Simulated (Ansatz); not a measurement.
# FH₃SSi₂: up Jacob's ladder to CCSD(T)

Aim: compute FH₃SSi₂ with functionals from several rungs and with coupled cluster, and see how far each lands from CCSD(T) at the basis-set limit for the atomisation energy.

Computed with Ansatz 0.2.0, Gaussian basis. Level: functionals in def2-TZVPP, the program's frozen cores in correlated methods.

Levels to be run: LDA (SPW92), PBE-D4, revPBE-D4, BLYP-D4, r2SCAN-D4, B97M-V, PBE0-D4, B3LYP-D4, r2SCANh-D4, r2SCAN0-D4, HSE06-D4, BHLYP-D4, CAM-B3LYP-D4, LC-ωPBE, ωB97X-V, ωB97M-V, B2PLYP, PBE-QIDH; CCSD(T)/def2-SVP; CCSD(T)/def2-TZVPP; MP2/def2-QZVPP; extrapolation to the limit; RPA on PBE.

## 1. The relaxed structure

All runs share one geometry, relaxed beforehand with PBE0-D4 in a triple-zeta def2 set.

7 atoms, charge 0, spin multiplicity 1.

Atoms are counted from 1 here; the program's logs count them from 0.

Bond lengths: F1–Si2 1.595 Å, Si2–Si3 2.236 Å, Si2–S4 2.119 Å, Si2–H5 1.476 Å, Si3–S4 2.174 Å, Si3–H6 1.481 Å, Si3–H7 1.482 Å. Angles: F1–Si2–Si3 121.7°, F1–Si2–S4 116.4°, F1–Si2–H5 106.7°, Si3–Si2–S4 59.8°, Si3–Si2–H5 127.5°, S4–Si2–H5 116.5°, Si2–Si3–S4 57.4°, Si2–Si3–H6 121.7°, Si2–Si3–H7 124.1°, S4–Si3–H6 114.2°, S4–Si3–H7 114.6°, H6–Si3–H7 111.7°, Si2–S4–Si3 62.8°.

Coordinates:

```xyz
7
FH3SSi2
F    -2.3219    0.2896    0.2558
Si   -0.9169    0.3199   -0.4988
Si    1.0008   -0.1125    0.5673
S     0.0518   -1.5456   -0.7642
H    -1.1049    1.1415   -1.7101
H     1.0234   -0.5263    1.9895
H     2.3288    0.3655    0.1148
```

## 2. LDA

This LDA is Slater exchange with PW92 correlation.

in.yaml reads:

```yaml
crystal:
  periodic: [false, false, false]
  atoms:
    - {symbol: F, position_ang: [-2.321868, 0.289562, 0.255807]}
    - {symbol: Si, position_ang: [-0.916891, 0.319915, -0.498824]}
    - {symbol: Si, position_ang: [1.000836, -0.112529, 0.567285]}
    - {symbol: S, position_ang: [0.051808, -1.545576, -0.764186]}
    - {symbol: H, position_ang: [-1.104910, 1.141498, -1.710147]}
    - {symbol: H, position_ang: [1.023429, -0.526350, 1.989458]}
    - {symbol: H, position_ang: [2.328796, 0.365479, 0.114808]}
basis:
  gaussian: {orbitals: def2-TZVPP}
hamiltonian: {xc: lda}
output: {orbitals: {seedname: orbitals}}
```

On the command line:

```bash
$ ansatz run in.yaml --threads 2 --pin off --events-out ev --progress --plain --max-ram 4352MiB
```

Further steps of the session: PBE-D4 (GGA); revPBE-D4 (GGA); BLYP-D4 (GGA); r2SCAN-D4 (meta-GGA); B97M-V (meta-GGA); PBE0-D4 (hybrid); B3LYP-D4 (hybrid); r2SCANh-D4 (hybrid); r2SCAN0-D4 (hybrid); HSE06-D4 (hybrid); BHLYP-D4 (hybrid); CAM-B3LYP-D4 (range-separated); LC-ωPBE (range-separated); ωB97X-V (range-separated); ωB97M-V (range-separated); B2PLYP (double hybrid); PBE-QIDH (double hybrid); CCSD(T) in def2-SVP; CCSD(T) in def2-TZVPP; MP2 in def2-QZVPP; RPA on PBE orbitals.

**Question.** What will the summary of the whole plan be? Wanted: atomisation energy, CCSD(T)/CBS; farthest beyond LDA; mean size of error, GGA; mean size of error, meta-GGA; mean size of error, hybrid; mean size of error, range-separated; mean size of error, double hybrid; gap, smallest and largest; T1 diagnostic.

**Answer**, as computed:

```
                               quantity                                      value
        atomisation energy, CCSD(T)/CBS                              2305.7 kJ/mol
 functionals within 11.5 kJ/mol (0.5 %)     PBE-D4, r2SCAN-D4, r2SCANh-D4, ωB97M-V
                    farthest beyond LDA                    BHLYP-D4 (-84.1 kJ/mol)
                mean size of error, GGA                                31.8 kJ/mol
           mean size of error, meta-GGA                                20.9 kJ/mol
             mean size of error, hybrid                                34.1 kJ/mol
    mean size of error, range-separated                                19.8 kJ/mol
      mean size of error, double hybrid                                41.5 kJ/mol
              gap, smallest and largest  4.76 eV (LDA (SPW92)), 11.46 eV (LC-ωPBE)
                          T1 diagnostic                                     0.0137
triples share of the correlation energy                                      4.0 %
```

The LDA atomisation energy is off by 304.4 kJ/mol (13 %): it overbinds. PBE-D4 misses by +7.7 kJ/mol. Double hybrids carry the basis error of their MP2 part in triple zeta, and no dispersion term here, so their miss is partly the set-up's. By mean error the best rung here is range-separated (19.8 kJ/mol) and the worst beyond LDA is double hybrid (41.5 kJ/mol). The gap between the best rungs is small, so their order is not settled. Misses under about 11.5 kJ/mol are within the doubt on the reference itself, which lacks core-valence correlation, relativity and higher excitations. Hartree-Fock recovers 72 % of the binding; the rest is correlation. CCSD(T) in def2-SVP is off by -236.4 kJ/mol, worse than the median functional, from the basis alone. Orbital gaps span 4.8 to 11.5 eV; exact exchange widens them.
